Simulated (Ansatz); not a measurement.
Run this with Ansatz's Python interface and show what comes out.

`clfh4si2.py`:
```python
'''A short Born-Oppenheimer trajectory of ClFH4Si2.'''

import warnings

import ansatz as az
from ase import Atoms
import numpy as np

warnings.simplefilter('ignore', az.DeckWarning)

atoms = Atoms(['F', 'Si', 'Si', 'Cl', 'H', 'H', 'H', 'H'], positions=[
    (-1.5574, 1.6019, 0.4721),
    (-0.1641, 1.1609, -0.0482),
    (-0.0019, -1.1258, 0.0658),
    (1.9492, -1.7474, -0.5704),
    (0.0177, 1.6296, -1.4658),
    (0.8688, 1.8482, 0.7941),
    (-0.9447, -1.818, -0.7735),
    (-0.0755, -1.6065, 1.4702),
])
mol = az.Crystal.molecule_from_ase(atoms)

calc = mol.calculation()
calc = calc.basis(gaussian='def2-SVP')
calc = calc.functional('B3LYP', dispersion='d4')
symbols = [site.symbol for site in mol.cartesian_sites]
start = np.array([site.position_ang for site in mol.cartesian_sites], dtype=float)
rep = calc.relax(force_tolerance=0.02).run(threads=1, backend='cpu').report
end = np.array(rep['positions_ang'])
minimum = az.Crystal.molecule()
for symbol, place in zip(symbols, end):
    minimum = minimum.atom(symbol, place.tolist())

# dynamics from the relaxed geometry
calc = (
    minimum.calculation()
    .basis(gaussian='def2-SVP')
    .functional('B3LYP', dispersion='d4')
    .md('nvt_langevin', timestep=0.25, steps=40, temperature=200, initial_velocities='maxwell_boltzmann', seed=14, friction=0.02)
)
frames = []
done = calc.session().plan().execute(on_event=lambda e: frames.append(e['data']) if e['event'] == 'md_step' else None)
print('t (fs)   E_pot (eV)      E_kin (eV)   T (K)   d(0-1) (A)')
for f in frames[::2]:
    xyz = np.array(f['positions_ang'])
    print(f'{f["time_fs"]:6.2f} {f["lagrangian_ev"]:14.5f} {f["e_kin_ev"]:10.5f} {f["temperature_k"]:8.1f} {np.linalg.norm(xyz[0] - xyz[1]):9.4f}')
print('mean temperature', round(float(np.mean([f['temperature_k'] for f in frames])), 1), 'K')
symbols = [site.symbol for site in mol.cartesian_sites]
with open('last_frame.xyz', 'w') as handle:
    handle.write(f'{len(symbols)}\nt = {frames[-1]["time_fs"]} fs\n')
    handle.writelines('{:2s} {:10.5f} {:10.5f} {:10.5f}\n'.format(s, *xyz) for s, xyz in zip(symbols, frames[-1]['positions_ang']))
```

`python clfh4si2.py` gives:
```text
t (fs)   E_pot (eV)      E_kin (eV)   T (K)   d(0-1) (A)
  0.00   -31053.11227    0.18096    175.0    1.6355
  0.50   -31053.11002    0.17514    169.4    1.6345
  1.00   -31053.10229    0.18425    178.2    1.6333
  1.50   -31053.09043    0.16076    155.5    1.6321
  2.00   -31053.07659    0.15416    149.1    1.6308
  2.50   -31053.06405    0.12353    119.5    1.6296
  3.00   -31053.05256    0.12738    123.2    1.6286
  3.50   -31053.04366    0.12035    116.4    1.6276
  4.00   -31053.03686    0.10753    104.0    1.6268
  4.50   -31053.03466    0.11639    112.6    1.6264
  5.00   -31053.03722    0.12155    117.5    1.6262
  5.50   -31053.04385    0.13302    128.6    1.6260
  6.00   -31053.05184    0.13033    126.0    1.6254
  6.50   -31053.06044    0.14644    141.6    1.6249
  7.00   -31053.06873    0.17925    173.3    1.6245
  7.50   -31053.07342    0.18369    177.6    1.6244
  8.00   -31053.07285    0.18981    183.6    1.6242
  8.50   -31053.06684    0.19305    186.7    1.6242
  9.00   -31053.05500    0.19722    190.7    1.6244
  9.50   -31053.03855    0.18602    179.9    1.6248
 10.00   -31053.02050    0.15261    147.6    1.6251
mean temperature 150.4 K
```

File `last_frame.xyz` afterwards:
```text
8
t = 10.0 fs
F    -1.61164    1.66376    0.49252
Si   -0.15269    1.18166   -0.03668
Si    0.01884   -1.14011    0.05510
Cl    1.94789   -1.62017   -0.59496
H    -0.11950    1.69036   -1.47396
H     0.98851    1.77729    0.75471
H    -0.92508   -1.77201   -0.82548
H    -0.22053   -1.73554    1.42798
```

Notes:
- Total energies depend on the basis set; only differences at equal settings carry meaning.
- The trajectory is only some femtoseconds long, so its temperature is not equilibrated; where the script doesn't relax first, it starts from a rough generated geometry.
- b3lyp holds the VWN-RPA fit, as in Gaussian; the form of ORCA and Turbomole is b3lyp5.
- The printed temperature counts all 3N degrees of freedom under Langevin dynamics, so the first row lies under the target.
- Finished in 2.9 min on 1 thread of Intel(R) Xeon(R) Platinum 8259CL CPU @ 2.50GHz (Skylake/Cascade Lake) (shared host), peak memory 0.27 GiB.

(Lines on the test bed's own set-up are left out of the output.)
